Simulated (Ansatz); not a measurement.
**AlGaCl+ (triplet): the correlation ladder, cc-pVDZ**

The task here is to estimate one member of a computed series from the others.

Method: cc-pVDZ, core rule «outside noble gas», up to 24 orbitals frozen; program: Ansatz 0.2.0, Gaussian basis.

Plan: UHF; CCSD(T) on ROHF; CCSD(T) on UHF; BCCD(T) on ROHF; CISD; CCSDT(Q) on ROHF; CCSDT(Q) on UHF.

35 further runs of the same task are left out: 11 for a known fault of the program, 12 that didn't finish, 12 set aside as unsound or not needed.

## The geometry

The geometry is a PBE0/def2-TZVP stationary point (not a proven minimum) of the parent state, kept for this charge and spin. No spin-orbit coupling is included. The filled d shell of Ga may be among the frozen orbitals whatever the setting's name suggests; the logs give the count.

3 atoms, charge 1, spin multiplicity 3.

Atoms are counted from 1 here; the program's logs count them from 0.

Bond lengths: Cl1–Al2 2.091 Å, Al2–Ga3 2.316 Å. Angles: Cl1–Al2–Ga3 180.0°.

Set-up of the first run:

in.yaml reads:

```yaml
crystal:
  periodic: [false, false, false]
  atoms:
    - {symbol: Cl, position_ang: [0.000000, 0.000000, -2.166000]}
    - {symbol: Al, position_ang: [0.000000, 0.000000, -0.075200]}
    - {symbol: Ga, position_ang: [0.000000, 0.000000, 2.241200]}
basis:
  gaussian: {orbitals: cc-pVDZ}
total_charge: 1
magnetization: {spin_polarized: true, initial_magnetization: 2}
hamiltonian: {xc: hf}
output: {orbitals: {seedname: orbitals}}
```

Started as:

```sh
$ ansatz run in.yaml --threads 1 --pin off --events-out ev --progress --plain --max-ram 2393MiB
```

Steps of the session up to this table: UHF; CCSD(T) on ROHF; CCSD(T) on UHF; BCCD(T) on ROHF; CISD; CCSDT(Q) on ROHF; CCSDT(Q) on UHF.

One table of the session follows, with a row left open; its other results are not shown here.

It belongs to the step «Misses and costs». 

```
   method  from UCCSDT(Q) (kJ/mol)
     ROHF                   +613.7
      UHF                   +603.1
     RMP2                    +95.4
     UMP2                    +94.1
     CISD                    +72.9
    RCCSD                    +23.0
    UCCSD                    +21.6
 RCCSD(T)                     +5.5
 UCCSD(T)                     +4.5
  BCCD(T)                     +5.4
   RCCSDT                        ?
   UCCSDT                     +1.5
RCCSDT(Q)                     +1.2
UCCSDT(Q)                        0
```

Estimate the missing values for RCCSDT.

As computed: from UCCSDT(Q) (kJ/mol): +2.6. In the column «from UCCSDT(Q) (kJ/mol)» it lies between UCCSDT (+1.5) and UCCSD(T) (+4.5).

To keep in mind: Restricted and unrestricted rows rest on different reference determinants; where their highest levels disagree by more than a few hundredths of an eV, they describe different states and don't form one ladder.
